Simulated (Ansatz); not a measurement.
# CH₄FGaOS: small, medium and large basis sets

The task here is to estimate one member of a computed series from the others.

The runs use Ansatz 0.2.0, Gaussian basis; one geometry, several basis sets.

Levels to be run: PBE0-D4/def2-SVP; ωB97M-V/def2-SVP; PBE0-D4/def2-QZVPP; ωB97M-V/def2-QZVPP; the functionals' def2-TZVPP values are taken from earlier runs.

### The relaxed structure

The geometry comes from an earlier relaxation with PBE0-D4 in a triple-zeta def2 set; it is a stationary point, not always the lowest conformer.

SMILES `C[O][Ga]([F])[SH]`, 9 atoms, charge 0, spin multiplicity 1.

Atoms are counted from 1 here; the program's logs count them from 0.

Bond lengths: C1–O2 1.413 Å, C1–H6 1.095 Å, C1–H7 1.094 Å, C1–H8 1.094 Å, O2–Ga3 1.764 Å, Ga3–F4 1.750 Å, Ga3–S5 2.169 Å, S5–H9 1.345 Å. Angles: O2–C1–H6 113.1°, O2–C1–H7 109.4°, O2–C1–H8 109.3°, H6–C1–H7 108.3°, H6–C1–H8 108.3°, H7–C1–H8 108.3°, C1–O2–Ga3 122.8°, O2–Ga3–F4 116.8°, O2–Ga3–S5 123.4°, F4–Ga3–S5 119.9°, Ga3–S5–H9 91.6°.

Set-up of the first run:

File in.yaml:

```yaml
crystal:
  periodic: [false, false, false]
  atoms:
    - {symbol: C, position_ang: [-0.591183, 0.038674, 1.506202]}
    - {symbol: O, position_ang: [-0.087278, 0.597855, 0.310133]}
    - {symbol: Ga, position_ang: [0.398010, -0.383767, -1.072401]}
    - {symbol: F, position_ang: [0.223392, -2.117532, -0.907702]}
    - {symbol: S, position_ang: [1.178620, 0.453947, -2.914782]}
    - {symbol: H, position_ang: [-0.666612, -1.053136, 1.471596]}
    - {symbol: H, position_ang: [0.063873, 0.311570, 2.339258]}
    - {symbol: H, position_ang: [-1.587312, 0.445977, 1.704135]}
    - {symbol: H, position_ang: [1.068489, 1.706421, -2.436440]}
basis:
  gaussian: {orbitals: def2-SVP}
hamiltonian: {xc: pbe0, dispersion: d4}
output: {orbitals: {seedname: orbitals}}
```

Launch:

```
> ansatz run in.yaml --threads 2 --pin off --events-out ev --progress --plain --max-ram 22528MiB --backend cpu
```

Among the steps run: PBE0-D4 in def2-SVP; ωB97M-V in def2-SVP; PBE0-D4 in def2-QZVPP; ωB97M-V in def2-QZVPP.

One of the session's tables, all rows but one given; the rest of the session is left out.

It belongs to the step «Density functionals: the series». 

| functional | basis | HOMO (eV) |
| --- | --- | --- |
| PBE0-D4 | def2-SVP | -7.89 |
| PBE0-D4 | def2-TZVPP | -8.02 |
| PBE0-D4 | def2-QZVPP | -8.05 |
| ωB97M-V | def2-SVP | -10.09 |
| ωB97M-V | def2-TZVPP | -10.26 |
| ωB97M-V | def2-QZVPP | ? |

**Question.** Estimate the row for ωB97M-V, def2-QZVPP.

**Answer.** HOMO (eV): -10.30. In the column «HOMO (eV)» it is the lowest.
